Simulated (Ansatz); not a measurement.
**YSc2 in Ansatz: convergence with k mesh**

Input of the first run (k mesh 2 × 3 × 3); the others differ in this setting and in those tied to it:

input.yaml

```yaml
crystal:
  lattice:
    - [-1.49609045, 2.08247018, 4.56115775]
    - [1.49609045, -2.08247018, 4.56115775]
    - [1.49609045, 2.08247018, -4.56115775]
  atoms:
    - { symbol: "Y", position: [-0.0028, 0.009896, 0.004314] }
    - { symbol: Sc, position: [0.332893, 0.336544, -0.013995] }
    - { symbol: Sc, position: [0.65627, 0.673628, 0.003165] }
hamiltonian:
  xc: pbesol
  pseudopotentials: { kind: paw, source: jth, xc_functional: pbe }
kpoints:
  mp_grid: { grid: [2, 3, 3] }
scf:
  occupations: { method: gaussian, width: 0.05 }
output:
  forces: true
  stress: true
  eigenvalues: true
```

Potentials or basis: JTH PAW.

Launch:

```bash
$ ansatz run input.yaml --threads 2 --pin off --max-ram 5632MiB --backend cpu --events-out ev --progress --plain --runs-dir out
```

The cell isn't the ideal one: atoms moved at random, drawn with an rms of 0.05 Å.

The cell was built by a generator and needn't be a form met in nature.

Hardware: 2 threads of Arm Neoverse V1, on a shared host.

```tsv
k mesh	energy less the tightest run, at zero smearing (meV/atom)	pressure (GPa)	largest force (eV/Å)	SCF cycles	CPU time (s)	peak memory (GiB)
2 × 3 × 3	-31.27	23.57	0.868	9	5.7	0.39
3 × 4 × 4	8.82	24.79	1.000	9	14	0.45
4 × 5 × 5	13.86	25.10	0.793	8	24	0.56
4 × 5 × 6	-0.35	24.80	0.849	8	29	0.62
5 × 7 × 8	-0.71	24.86	0.795	8	66	0.95
6 × 8 × 10	-0.33	24.78	0.846	8	110	1.4
8 × 11 × 12	0.30	24.85	0.850	8	250	2.7
10 × 13 × 15	0.00	24.84	0.845	8	460	4.6
12 × 15 × 18	timed out after 540 s	-	-	-	-	-
```

Against the tightest run, the energy stays within 1 meV/atom from 4 × 5 × 6 on; the pressure stays within 0.1 GPa from 4 × 5 × 6 on. Not settled before the last step: the largest force (to 0.005 eV/Å). Meshes of other sizes hit other points, so gaps and Fermi surfaces needn't settle smoothly. The tightest run that finished is the yardstick and may itself not be fully converged.
